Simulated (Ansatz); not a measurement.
# NbSF₃: one species, many methods

An exercise on one series of results from a longer session: the logs are not shown, and one member is left open.

Computed with Ansatz 0.2.0, Gaussian basis. Level: functionals in def2-TZVPP, the program's frozen cores in correlated methods.

Levels to be run: LDA (SPW92), PBE-D4, revPBE-D4, BLYP-D4, r2SCAN-D4, B97M-V, PBE0-D4, B3LYP-D4, r2SCANh-D4, r2SCAN0-D4, HSE06-D4, BHLYP-D4, CAM-B3LYP-D4, LC-ωPBE, ωB97X-V, ωB97M-V, B2PLYP, PBE-QIDH; CCSD(T)/def2-SVP; CCSD(T)/def2-TZVPP; MP2/def2-QZVPP; extrapolation to the limit; RPA on PBE.

## The geometry

All runs share one geometry, relaxed beforehand with PBE0-D4 in a triple-zeta def2 set. Nb takes the def2 core potential; no spin-orbit term is included.

SMILES `[F][Nb]([F])([F])=[S]`, 5 atoms, charge 0, spin multiplicity 1.

Atoms are counted from 1 here; the program's logs count them from 0.

Bond lengths: F1–Nb2 1.848 Å, Nb2–F3 1.848 Å, Nb2–F4 1.848 Å, Nb2–S5 2.126 Å. Angles: F1–Nb2–F3 110.7°, F1–Nb2–F4 110.7°, F1–Nb2–S5 108.2°, F3–Nb2–F4 110.7°, F3–Nb2–S5 108.2°, F4–Nb2–S5 108.2°.

The first run:

File in.yaml:

```yaml
crystal:
  periodic: [false, false, false]
  atoms:
    - {symbol: F, position_ang: [-0.921895, -0.070086, 1.616596]}
    - {symbol: Nb, position_ang: [-0.006571, -0.089329, 0.011533]}
    - {symbol: F, position_ang: [1.587155, -1.009329, 0.178971]}
    - {symbol: F, position_ang: [-1.048107, -0.824354, -1.326132]}
    - {symbol: S, position_ang: [0.439417, 1.919398, -0.522469]}
basis:
  gaussian: {orbitals: def2-TZVPP}
hamiltonian: {xc: lda}
output: {orbitals: {seedname: orbitals}}
```

Steps of the session up to this table: LDA; PBE-D4 (GGA); revPBE-D4 (GGA); BLYP-D4 (GGA); r2SCAN-D4 (meta-GGA); B97M-V (meta-GGA); PBE0-D4 (hybrid); B3LYP-D4 (hybrid); r2SCANh-D4 (hybrid); r2SCAN0-D4 (hybrid); HSE06-D4 (hybrid); BHLYP-D4 (hybrid); CAM-B3LYP-D4 (range-separated); LC-ωPBE-D4 (range-separated; the results give it without D4); ωB97X-V (range-separated); ωB97M-V (range-separated); B2PLYP (double hybrid); PBE-QIDH (double hybrid).

One of the session's tables, all rows but one given; the rest of the session is left out.

It belongs to the step «Orbital energies across the functionals». 

| functional | HOMO (eV) | LUMO (eV) | gap (eV) |
| --- | --- | --- | --- |
| LDA (SPW92) | -7.50 | -3.69 | 3.81 |
| PBE-D4 | -7.30 | -3.45 | 3.85 |
| revPBE-D4 | -7.22 | -3.36 | 3.86 |
| BLYP-D4 | -7.13 | -3.34 | 3.79 |
| r2SCAN-D4 | -7.61 | -3.41 | 4.20 |
| B97M-V | ? | ? | ? |
| PBE0-D4 | -8.56 | -2.72 | 5.84 |
| B3LYP-D4 | -8.31 | -2.93 | 5.38 |
| r2SCANh-D4 | -8.07 | -3.13 | 4.94 |
| r2SCAN0-D4 | -8.77 | -2.69 | 6.07 |
| HSE06-D4 | -8.16 | -3.10 | 5.06 |
| BHLYP-D4 | -9.63 | -1.82 | 7.81 |
| CAM-B3LYP-D4 | -9.82 | -1.62 | 8.20 |
| LC-ωPBE | -11.11 | -0.47 | 10.64 |
| ωB97X-V | -10.79 | -0.53 | 10.26 |
| ωB97M-V | -10.65 | -0.54 | 10.10 |

Q: Estimate the row for B97M-V from the others.

The run gave: HOMO (eV): -7.62; LUMO (eV): -3.36; gap (eV): 4.26. In the column «HOMO (eV)» it lies between r2SCANh-D4 (-8.07) and r2SCAN-D4 (-7.61).
